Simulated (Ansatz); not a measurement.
CH5AlClN, SMILES [CH3][Al]([NH2])[Cl]: vertical spin-state energies, run with the Python package of Ansatz (0.2.0).

`spin.py`:
```python
"""Vertical spin-state energies of CH5AlClN."""

import ansatz as az
from ase import Atoms


def main() -> None:
    atoms = Atoms(["C", "Al", "N", "Cl", "H", "H", "H", "H", "H"], positions=[
        [-0.2065, 1.3644, -0.5903],
        [-0.2672, -0.539, -0.1817],
        [0.4139, -1.1542, 1.467],
        [-1.0124, -1.9678, -1.6427],
        [0.3418, 1.5777, -1.5395],
        [0.1961, 1.9839, 0.242],
        [-1.2694, 1.7589, -0.7585],
        [0.4277, -2.1814, 1.4573],
        [1.4645, -0.8887, 1.5293],
    ])
    geometry = az.Crystal.molecule_from_ase(atoms)

    calculation = geometry.calculation().basis(gaussian="6-31G").functional("r2scan0")
    found = {}
    for unpaired in [0, 2]:
        data = calculation.spin("collinear", total=unpaired).run(threads=1, backend="cpu").report
        s = unpaired / 2
        found[unpaired] = data["free_energy_ev"]
        print(f"2S+1 = {unpaired + 1}: E = {found[unpaired]:.5f} eV, <S^2> = {abs(data['mean_field']['state']['spin_squared']):.3f} (pure state {s * (s + 1):.2f})")
    lowest = min(found, key=found.get)
    for unpaired, e in found.items():
        print(f"multiplicity {unpaired + 1}: {(e - found[lowest]):.3f} eV above the lowest")


if __name__ == "__main__":
    main()
```

Which spin state is lowest at this geometry, and how far above lie the others?

In order: multiplicity 1 (+0.00 eV) and multiplicity 3 (+5.14 eV), all at the one geometry.

What the script printed:

```console
$ python spin.py
2S+1 = 1: E = -21724.64369 eV, <S^2> = 0.000 (pure state 0.00)
2S+1 = 3: E = -21719.50370 eV, <S^2> = 2.005 (pure state 2.00)
multiplicity 1: 0.000 eV above the lowest
multiplicity 3: 5.140 eV above the lowest
```

Notes:
- The settings weren't tested for convergence.
- The geometry is a force-field or estimated start, not a minimum of this method, and the basis set is short of its limit. All parts are taken at fixed geometry, without zero-point energy.
- Wall time of the script: 28 s on 1 thread of Intel(R) Xeon(R) Processor @ 2.70GHz, with other jobs on the host, peak memory 0.3 GiB.

(Lines on the test bed's own set-up are left out of the output.)
